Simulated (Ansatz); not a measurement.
**Si3Ge3H14: one species, many methods**

How much do the methods differ for Si3Ge3H14? The plan is to run it at one geometry with functionals of several rungs and with coupled cluster. The yardstick is the atomisation energy at the CCSD(T) limit.

Program: Ansatz 0.2.0, Gaussian basis. Level of theory: functionals in def2-TZVPP, the program's frozen cores in correlated methods. These are calculated values, not measurements.

Levels to be run: LDA (SPW92), PBE-D4, revPBE-D4, BLYP-D4, r2SCAN-D4, B97M-V, PBE0-D4, B3LYP-D4, r2SCANh-D4, r2SCAN0-D4, HSE06-D4, BHLYP-D4, CAM-B3LYP-D4, LC-ωPBE, ωB97X-V, ωB97M-V, B2PLYP, PBE-QIDH; CCSD(T)/def2-SVP; CCSD(T)/def2-TZVPP; MP2/def2-QZVPP; extrapolation to the limit; RPA on PBE.

## 1. Structure used throughout

An earlier PBE0-D4 in a triple-zeta def2 set relaxation fixed the geometry.

20 atoms, charge 0, spin multiplicity 1.

Atoms are counted from 1 here; the program's logs count them from 0.

Bond lengths: Ge1–Si2 2.381 Å, Ge1–H7 1.539 Å, Ge1–H8 1.538 Å, Ge1–H9 1.538 Å, Si2–Si3 2.336 Å, Si2–H10 1.489 Å, Si2–H11 1.489 Å, Si3–Si4 2.337 Å, Si3–H12 1.490 Å, Si3–H13 1.490 Å, Si4–Ge5 2.384 Å, Si4–H14 1.490 Å, Si4–H15 1.489 Å, Ge5–Ge6 2.425 Å, Ge5–H16 1.541 Å, Ge5–H17 1.542 Å, Ge6–H18 1.539 Å, Ge6–H19 1.537 Å and more. Angles: Si2–Ge1–H7 109.8°, Si2–Ge1–H8 111.6°, Si2–Ge1–H9 110.3°, H7–Ge1–H8 108.7°, H7–Ge1–H9 108.0°, H8–Ge1–H9 108.4°, Ge1–Si2–Si3 109.4°, Ge1–Si2–H10 109.5°, Ge1–Si2–H11 109.6°, Si3–Si2–H10 111.3°, Si3–Si2–H11 108.9°, H10–Si2–H11 108.2°, Si2–Si3–Si4 109.1°, Si2–Si3–H12 110.4°, Si2–Si3–H13 109.6°, Si4–Si3–H12 109.0°, Si4–Si3–H13 110.3°, H12–Si3–H13 108.4° and more.

## 2. LDA

This LDA is Slater exchange with PW92 correlation.

The input, in.yaml:

```yaml
crystal:
  periodic: [false, false, false]
  atoms:
    - {symbol: Ge, position_ang: [-0.047278, -2.628549, -0.649872]}
    - {symbol: Si, position_ang: [1.523241, -0.951570, -1.273800]}
    - {symbol: Si, position_ang: [0.392297, 0.848291, -2.242153]}
    - {symbol: Si, position_ang: [-1.253996, 1.602072, -0.764100]}
    - {symbol: Ge, position_ang: [-0.311679, 2.000351, 1.389449]}
    - {symbol: Ge, position_ang: [-0.188540, 0.002488, 2.758950]}
    - {symbol: H, position_ang: [-0.656218, -3.267156, -1.910336]}
    - {symbol: H, position_ang: [0.610502, -3.733854, 0.192724]}
    - {symbol: H, position_ang: [-1.192813, -2.009213, 0.169355]}
    - {symbol: H, position_ang: [2.521795, -1.531439, -2.214529]}
    - {symbol: H, position_ang: [2.246561, -0.471422, -0.064046]}
    - {symbol: H, position_ang: [1.338214, 1.964340, -2.525354]}
    - {symbol: H, position_ang: [-0.225032, 0.417166, -3.528289]}
    - {symbol: H, position_ang: [-1.872090, 2.856825, -1.277451]}
    - {symbol: H, position_ang: [-2.325690, 0.575541, -0.640321]}
    - {symbol: H, position_ang: [1.101489, 2.595820, 1.235478]}
    - {symbol: H, position_ang: [-1.167054, 3.036537, 2.145245]}
    - {symbol: H, position_ang: [0.275414, 0.368227, 4.179588]}
    - {symbol: H, position_ang: [-1.572947, -0.660084, 2.847521]}
    - {symbol: H, position_ang: [0.803823, -1.014371, 2.171943]}
basis:
  gaussian: {orbitals: def2-TZVPP}
hamiltonian: {xc: lda}
output: {orbitals: {seedname: orbitals}}
```

On the command line:

```
ansatz run in.yaml --threads 4 --pin off --events-out ev --progress --plain --max-ram 66560MiB --backend cuda --devices 0, --max-vram 37GiB
```

After this run come: PBE-D4 (GGA); revPBE-D4 (GGA); BLYP-D4 (GGA); r2SCAN-D4 (meta-GGA); B97M-V (meta-GGA); PBE0-D4 (hybrid); B3LYP-D4 (hybrid); r2SCANh-D4 (hybrid); r2SCAN0-D4 (hybrid); HSE06-D4 (hybrid); BHLYP-D4 (hybrid); CAM-B3LYP-D4 (range-separated); LC-ωPBE (range-separated); ωB97X-V (range-separated); ωB97M-V (range-separated); B2PLYP (double hybrid); PBE-QIDH (double hybrid); CCSD(T) in def2-SVP; CCSD(T) in def2-TZVPP; MP2 in def2-QZVPP; RPA on PBE orbitals.

Before running them: what should the planned runs give, taken together? Wanted: atomisation energy, CCSD(T)/CBS; farthest beyond LDA; mean size of error, GGA; mean size of error, meta-GGA; mean size of error, hybrid; mean size of error, range-separated; mean size of error, double hybrid; gap, smallest and largest; T1 diagnostic.

**Answer**, as computed:

| quantity | value |
| --- | --- |
| atomisation energy, CCSD(T)/CBS | 5545.3 kJ/mol |
| functionals within 55.5 kJ/mol (1.0 %) | r2SCAN-D4, B97M-V, B3LYP-D4, r2SCANh-D4, r2SCAN0-D4, CAM-B3LYP-D4, ωB97X-V |
| farthest beyond LDA | revPBE-D4 (-186.3 kJ/mol) |
| mean size of error, GGA | 146.3 kJ/mol |
| mean size of error, meta-GGA | 34.1 kJ/mol |
| mean size of error, hybrid | 66.4 kJ/mol |
| mean size of error, range-separated | 67.7 kJ/mol |
| mean size of error, double hybrid | 120.5 kJ/mol |
| gap, smallest and largest | 5.37 eV (LDA (SPW92)), 11.69 eV (LC-ωPBE) |
| T1 diagnostic | 0.0127 |
| triples share of the correlation energy | 3.6 % |

What this shows: LDA overbinds by 568.7 kJ/mol (10 %). PBE-D4 misses by -109.3 kJ/mol. Double hybrids carry the basis error of their MP2 part in triple zeta, and no dispersion term here, so their miss is partly the set-up's. By mean error the best rung here is meta-GGA (34.1 kJ/mol) and the worst beyond LDA is GGA (146.3 kJ/mol). Misses under about 55.5 kJ/mol are within the doubt on the reference itself, which lacks core-valence correlation, relativity and higher excitations, and its outer-core shells are covered unevenly. Hartree-Fock recovers 74 % of the binding; the rest is correlation. CCSD(T) in def2-SVP is off by -386.4 kJ/mol, which most functionals beat. The gap grows from 5.4 to 11.7 eV across the functionals, mostly with the share of exact exchange. Correlated methods include outer-core shells of Ge, which these sets cover unevenly.
